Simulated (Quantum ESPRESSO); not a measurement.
Crystal: GaF.

```
CELL_PARAMETERS angstrom
0.00000 2.84624 2.84624
2.84624 0.00000 2.84624
2.84624 2.84624 0.00000
ATOMIC_POSITIONS crystal
Ga 0.25000 0.25000 0.25000
F 0.00000 0.00000 0.00000
```

The cell was built by a generator and needn't be a form met in nature.

```yaml
Program: Quantum ESPRESSO 7.5
Task: phonons
Functional: PBE
Potentials_or_basis: GBRV 1.5 PBE
Cutoff: 612 eV
Density_cutoff: 4898 eV
k_mesh: 4 × 4 × 4, shifted
Occupations: fermi-dirac, width 0.05 eV
Spin: no spin polarisation
Mixing_beta: 0.5
Most_SCF_iterations: 120
SCF_threshold: 4e-10 Ry
```

The first run showed a gap, so the response started from a second, tighter run with fixed occupations.

Task: Where do the zone-centre optical modes lie?

Result: T2 at 64 cm⁻¹ (IR and Raman). Polar modes are given without the macroscopic field (transverse values).

Optical modes at Γ, degenerate ones joined, polar ones without the macroscopic field:
```csv
cm⁻¹,components,symmetry,active in,"IR intensity, summed ((D/Å)²/amu)"
64,3,T2,IR and Raman,10.51
```

Zone-centre frequencies without and with the macroscopic field along z (cm⁻¹):
```csv
,optical modes in rising order
without,64 64 64
with the field,64 64 214
```

Born effective charge tensors (e):
atom 1, Ga
```
1.51 0.00 0.00
0.00 1.51 0.00
0.00 0.00 1.51
```
atom 2, F
```
-1.50  0.00  0.00
 0.00 -1.50  0.00
 0.00  0.00 -1.50
```
